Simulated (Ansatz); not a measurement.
**C₂H₇GaO: how energies converge with the basis set**

Aim: see how fast density functionals converge with the basis set for C₂H₇GaO.

Method: one geometry, several basis sets; program: Ansatz 0.2.0, Gaussian basis.

Plan: PBE0-D4/def2-SVP; ωB97M-V/def2-SVP; PBE0-D4/def2-QZVPP; ωB97M-V/def2-QZVPP; the functionals' def2-TZVPP values are taken from earlier runs.

## 1. Structure used throughout

The geometry comes from an earlier relaxation with PBE0-D4 in a triple-zeta def2 set; it is a stationary point, not always the lowest conformer.

SMILES `CO[CH2][GaH2]`, 11 atoms, charge 0, spin multiplicity 1.

Atoms are counted from 1 here; the program's logs count them from 0.

Bond lengths: C1–O2 1.403 Å, C1–H5 1.091 Å, C1–H6 1.099 Å, C1–H7 1.099 Å, O2–C3 1.420 Å, C3–Ga4 1.992 Å, C3–H8 1.099 Å, C3–H9 1.099 Å, Ga4–H10 1.571 Å, Ga4–H11 1.571 Å. Angles: O2–C1–H5 107.8°, O2–C1–H6 111.1°, O2–C1–H7 111.1°, H5–C1–H6 109.1°, H5–C1–H7 109.1°, H6–C1–H7 108.5°, C1–O2–C3 113.1°, O2–C3–Ga4 99.8°, O2–C3–H8 110.7°, O2–C3–H9 110.7°, Ga4–C3–H8 113.9°, Ga4–C3–H9 113.9°, H8–C3–H9 107.8°, C3–Ga4–H10 119.6°, C3–Ga4–H11 119.9°, H10–Ga4–H11 120.3°.

## 2. PBE0-D4 in def2-SVP

in.yaml

```yaml
crystal:
  periodic: [false, false, false]
  atoms:
    - {symbol: C, position_ang: [-0.666951, 1.688763, 0.083166]}
    - {symbol: O, position_ang: [-0.527248, 0.352366, -0.319307]}
    - {symbol: C, position_ang: [0.535869, -0.318939, 0.339630]}
    - {symbol: Ga, position_ang: [0.374743, -2.116579, -0.503706]}
    - {symbol: H, position_ang: [-1.500644, 2.119704, -0.473043]}
    - {symbol: H, position_ang: [-0.877425, 1.758270, 1.159133]}
    - {symbol: H, position_ang: [0.244261, 2.263741, -0.131011]}
    - {symbol: H, position_ang: [0.377944, -0.321626, 1.427316]}
    - {symbol: H, position_ang: [1.493802, 0.181972, 0.140759]}
    - {symbol: H, position_ang: [1.085911, -2.395671, -1.876503]}
    - {symbol: H, position_ang: [-0.540252, -3.212001, 0.153557]}
basis:
  gaussian: {orbitals: def2-SVP}
hamiltonian: {xc: pbe0, dispersion: d4}
output: {orbitals: {seedname: orbitals}}
```

The run is started by

```
> ansatz run in.yaml --threads 4 --pin off --events-out ev --progress --plain --max-ram 10444MiB
```

After this run come: ωB97M-V in def2-SVP; PBE0-D4 in def2-QZVPP; ωB97M-V in def2-QZVPP.

**Question.** What will the summary of the whole plan be? Wanted: PBE0-D4: double and triple zeta above quadruple; ωB97M-V: double and triple zeta above quadruple.

**Answer**, as computed:

| quantity | value |
| --- | --- |
| PBE0-D4: double and triple zeta above quadruple | 13.00, 1.44 eV |
| ωB97M-V: double and triple zeta above quadruple | 13.16, 1.40 eV |

**Reading.** For PBE0-D4 the step from double to triple zeta gains 11.57 eV and the next only 1.44 eV. These are total energies; as a rule much of such shifts cancels in differences, which this series doesn't test.
